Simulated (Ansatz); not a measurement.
# GeH9NSi2: one species, many methods

The task here is to estimate one member of a computed series from the others.

The runs use Ansatz 0.2.0, Gaussian basis; functionals in def2-TZVPP, the program's frozen cores in correlated methods.

Plan: LDA (SPW92), PBE-D4, revPBE-D4, BLYP-D4, r2SCAN-D4, B97M-V, PBE0-D4, B3LYP-D4, r2SCANh-D4, r2SCAN0-D4, HSE06-D4, BHLYP-D4, CAM-B3LYP-D4, LC-ωPBE, ωB97X-V, ωB97M-V, B2PLYP, PBE-QIDH; CCSD(T)/def2-SVP; CCSD(T)/def2-TZVPP; MP2/def2-QZVPP; extrapolation to the limit; RPA on PBE.

### Structure used throughout

All runs share one geometry, relaxed beforehand with PBE0-D4 in a triple-zeta def2 set.

SMILES `[SiH3][SiH2][NH][GeH3]`, 13 atoms, charge 0, spin multiplicity 1.

Atoms are counted from 1 here; the program's logs count them from 0.

Bond lengths: Si1–Si2 2.343 Å, Si1–H5 1.488 Å, Si1–H6 1.489 Å, Si1–H7 1.491 Å, Si2–N3 1.723 Å, Si2–H8 1.489 Å, Si2–H9 1.496 Å, N3–Ge4 1.841 Å, N3–H10 1.009 Å, Ge4–H11 1.543 Å, Ge4–H12 1.538 Å, Ge4–H13 1.534 Å. Angles: Si2–Si1–H5 111.1°, Si2–Si1–H6 111.0°, Si2–Si1–H7 109.7°, H5–Si1–H6 108.8°, H5–Si1–H7 108.0°, H6–Si1–H7 108.1°, Si1–Si2–N3 110.1°, Si1–Si2–H8 110.6°, Si1–Si2–H9 108.2°, N3–Si2–H8 107.1°, N3–Si2–H9 114.2°, H8–Si2–H9 106.6°, Si2–N3–Ge4 126.9°, Si2–N3–H10 116.9°, Ge4–N3–H10 114.2°, N3–Ge4–H11 111.8°, N3–Ge4–H12 108.1°, N3–Ge4–H13 106.6° and more.

The first run:

Contents of in.yaml:

```yaml
crystal:
  periodic: [false, false, false]
  atoms:
    - {symbol: Si, position_ang: [-0.385777, 2.535775, -0.213699]}
    - {symbol: Si, position_ang: [-0.895233, 0.258822, -0.000569]}
    - {symbol: N, position_ang: [0.498687, -0.695113, -0.341372]}
    - {symbol: Ge, position_ang: [0.905137, -2.348022, 0.359997]}
    - {symbol: H, position_ang: [0.595387, 2.964237, 0.819977]}
    - {symbol: H, position_ang: [-1.611967, 3.370968, -0.085515]}
    - {symbol: H, position_ang: [0.213688, 2.794156, -1.554369]}
    - {symbol: H, position_ang: [-1.310831, -0.056755, 1.394073]}
    - {symbol: H, position_ang: [-2.071091, -0.040851, -0.875840]}
    - {symbol: H, position_ang: [1.027736, -0.453520, -1.166255]}
    - {symbol: H, position_ang: [0.289272, -3.491197, -0.473087]}
    - {symbol: H, position_ang: [2.435401, -2.498975, 0.369326]}
    - {symbol: H, position_ang: [0.329995, -2.374325, 1.782035]}
basis:
  gaussian: {orbitals: def2-TZVPP}
hamiltonian: {xc: lda}
output: {orbitals: {seedname: orbitals}}
```

Among the steps run: LDA; PBE-D4 (GGA); revPBE-D4 (GGA); BLYP-D4 (GGA); r2SCAN-D4 (meta-GGA); B97M-V (meta-GGA); PBE0-D4 (hybrid); B3LYP-D4 (hybrid); r2SCANh-D4 (hybrid); r2SCAN0-D4 (hybrid); HSE06-D4 (hybrid); BHLYP-D4 (hybrid); CAM-B3LYP-D4 (range-separated); LC-ωPBE-D4 (range-separated; the results give it without D4); ωB97X-V (range-separated); ωB97M-V (range-separated); B2PLYP (double hybrid); PBE-QIDH (double hybrid).

One table of the session follows, with a row left open; its other results are not shown here.

It belongs to the step «Frontier levels by functional». 

| functional | HOMO (eV) | gap (eV) |
| --- | --- | --- |
| LDA (SPW92) | ? | ? |
| PBE-D4 | -5.90 | 4.68 |
| revPBE-D4 | -5.85 | 4.75 |
| BLYP-D4 | -5.78 | 4.72 |
| r2SCAN-D4 | -6.17 | 5.26 |
| B97M-V | -6.35 | 5.20 |
| PBE0-D4 | -7.15 | 6.78 |
| B3LYP-D4 | -6.95 | 6.39 |
| r2SCANh-D4 | -6.64 | 6.01 |
| r2SCAN0-D4 | -7.34 | 7.13 |
| HSE06-D4 | -6.76 | 6.01 |
| BHLYP-D4 | -8.32 | 8.83 |
| CAM-B3LYP-D4 | -8.48 | 9.12 |
| LC-ωPBE | -9.79 | 11.59 |
| ωB97X-V | -9.48 | 11.10 |
| ωB97M-V | -9.33 | 10.66 |

Q: Estimate the row for LDA (SPW92) from the others.

The run gave: HOMO (eV): -5.99; gap (eV): 4.55. In the column «HOMO (eV)» it lies between r2SCAN-D4 (-6.17) and PBE-D4 (-5.90).
